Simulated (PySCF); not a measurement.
# C3H7FSeSi: electronic excitations

What electronic excitations should C3H7FSeSi (`C=C(F)[SiH2]C[SeH]`) show?

Programs: PySCF 2.14.0, with density-fitted response routines of our own. Each step states its level of theory. These are calculated values for one molecule in the gas phase, unless marked as measured. Atoms are numbered from 0 throughout.

**1. The molecule as given**

13 atoms, charge 0, multiplicity 1; geometry from: GFN2-xTB.

Bonds of the start (Å): C0–C1 1.32, C1–F2 1.36, C1–Si3 1.90, Si3–C4 1.91, C4–Se5 1.97, C0–H6 1.07, C0–H7 1.08, Si3–H8 1.47, Si3–H9 1.47, C4–H10 1.09, C4–H11 1.09, Se5–H12 1.45.

**2. Ultraviolet spectrum: CAM-B3LYP/def2-SVPD**

What the job is given:

```
{"job": {"kind": "uv", "xc": "CAM-B3LYP", "basis": "def2-SVPD", "nstates": 8, "ntriplets": 3}, "charge": 0, "multiplicity": 1}
C     -1.463327     1.070260     1.108476
C     -1.344810     1.004379    -0.206801
F     -2.251043     1.680599    -0.965678
Si    -0.070499     0.089271    -1.271984
C      1.019829    -1.012822    -0.158557
Se     2.121572     0.080389     1.054917
H     -0.767645     0.553337     1.743639
H     -2.243363     1.640306     1.585733
H      0.760008     1.071922    -1.973450
H     -0.783109    -0.790524    -2.203921
H      1.705532    -1.595090    -0.770575
H      0.428522    -1.691457     0.453879
H      2.883944    -1.036147     1.586594
```

Level: TDDFT CAM-B3LYP/def2-SVPD, vertical, gas phase, core orbitals frozen in the response.

On the command line:

```bash
OMP_NUM_THREADS=1 python probes_run.py task.json out
```

This one command runs all jobs of the session in turn.

Predict these results of the whole session: lowest singlet (CAM-B3LYP/def2-SVPD); brightest single state of those computed; lowest triplet.

The runs gave:

```
                                quantity                        value
    lowest singlet (CAM-B3LYP/def2-SVPD)  4.83 eV (257 nm), f = 0.000
brightest single state of those computed  state 7, 7.08 eV, f = 0.206
                          lowest triplet                      4.22 eV
```

**Reading.** The lowest singlet, at 4.83 eV, is HOMO→LUMO 0.79 and is dark; of the 8 states computed, the strongest absorption comes from state 7 at 7.08 eV. The lowest triplet lies 0.61 eV below the lowest singlet (triplets in Tamm-Dancoff, singlets in full TDDFT).
